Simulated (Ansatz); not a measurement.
Run this with the Ansatz DFT code, driven from Python and show what comes out.

The script, `deck_ch9alsi3.py`:
```python
import ansatz
import numpy as np

deck = {
    "crystal": {
        "periodic": [False, False, False],
        "atoms": [
            {"symbol": "Si", "position_ang": [-1.5441, -1.1943, 1.2148]},
            {"symbol": "Si", "position_ang": [0.1654, 0.1715, 0.8469]},
            {"symbol": "C", "position_ang": [1.3913, -0.6497, -0.276]},
            {"symbol": "Al", "position_ang": [1.3837, 0.5148, -1.9216]},
            {"symbol": "Si", "position_ang": [-0.2959, 1.6954, -0.6872]},
            {"symbol": "H", "position_ang": [-2.0947, -1.6224, -0.091]},
            {"symbol": "H", "position_ang": [-1.1598, -2.2871, 2.0419]},
            {"symbol": "H", "position_ang": [-2.609, -0.3677, 1.8774]},
            {"symbol": "H", "position_ang": [0.7748, 0.7497, 2.1094]},
            {"symbol": "H", "position_ang": [1.135, -1.6975, -0.4581]},
            {"symbol": "H", "position_ang": [2.4265, -0.6054, 0.2094]},
            {"symbol": "H", "position_ang": [2.01, 0.5816, -3.3435]},
            {"symbol": "H", "position_ang": [-1.7117, 1.6167, -1.2203]},
            {"symbol": "H", "position_ang": [0.1155, 3.0652, -0.2733]},
        ],
    },
    "basis": {"gaussian": {"orbitals": "def2-SVP"}},
    "correlation": {"method": "mp2", "electrons": "valence"},
    "output": {"forces": True},
}
session = ansatz.Session.from_dict(deck)
rep = session.plan(threads=1).execute().report

print(f"E = {rep['free_energy_ev']:.6f} eV = {rep['free_energy_ev'] / 27.211386246:.7f} Ha")
print("converged:", rep["converged"], " doubts:", rep["published_state_doubts"] or "none")
symbols = ["Si", "Si", "C", "Al", "Si", "H", "H", "H", "H", "H", "H", "H", "H", "H"]
print("correlation energy", round(rep["free_energy_ev"] - rep["reference_energy_ev"], 5), "eV")
cluster = rep["correlation"].get("coupled_cluster")
if cluster:
    print("cycles", cluster["cycles"], " T1 diagnostic", round(cluster["t1_diagnostic"], 4), " largest double", round(cluster["largest_double"], 4))

print("forces (eV/A)")
for symbol, f in zip(symbols, rep["forces_ev_ang"]):
    print(f"  {symbol:2s} {f[0]:9.4f} {f[1]:9.4f} {f[2]:9.4f}")
charges = rep["charge_distribution"]
dipole = np.array(charges["dipole_moment_e_ang"]) * 4.803205
print("dipole (D): {:.3f} {:.3f} {:.3f}, length {:.3f}".format(*dipole, np.linalg.norm(dipole)))
print("atom  Mulliken   Lowdin")
for symbol, m, l in zip(symbols, charges["mulliken_charges_e"], charges["lowdin_charges_e"]):
    print(f"{symbol:4s} {m:9.3f} {l:8.3f}")
```

```console
$ python deck_ch9alsi3.py
E = -31344.558955 eV = -1151.8912955 Ha
converged: True  doubts: none
correlation energy -13.72569 eV
forces (eV/A)
  Si   -1.7653    0.6762   -0.0297
  Si    1.1895    0.4265    1.3697
  C     2.5363   -0.4208   -0.2723
  Al   -0.5062   -0.3252    0.6025
  Si   -1.2899    2.1853   -1.3347
  H     0.0396   -0.2097   -0.0823
  H     0.1622   -1.1567    0.6756
  H     0.0840   -0.3393   -0.0116
  H    -0.1774   -0.2758   -0.3610
  H     0.2824   -0.4749    0.0147
  H    -0.8979   -0.4288   -0.4977
  H     0.3563   -0.1759   -0.2186
  H     0.3253    0.2996    0.1796
  H    -0.3390    0.2195   -0.0344
dipole (D): 1.539 -0.775 -0.726, length 1.870
atom  Mulliken   Lowdin
Si       0.352    0.261
Si       0.166    0.096
C       -0.656   -0.300
Al       0.787    0.363
Si      -0.123    0.070
H       -0.107   -0.078
H       -0.100   -0.085
H       -0.096   -0.078
H       -0.067   -0.066
H        0.083    0.024
H        0.092    0.053
H       -0.195   -0.137
H       -0.066   -0.059
H       -0.069   -0.064
```

Notes:
- These settings explore the input space; basis and method may be short of convergence.
- The geometry is a force-field or estimated start, not a minimum of this method, and the basis set is short of its limit.
- The Löwdin charges here are taken after orthogonalising the functions within each atom; they differ from plain Löwdin charges, and their signs can be unphysical.
- Wall time of the script: 7.4 s on 1 thread of Arm Neoverse V2, with other jobs on the host, peak memory 0.42 GiB.
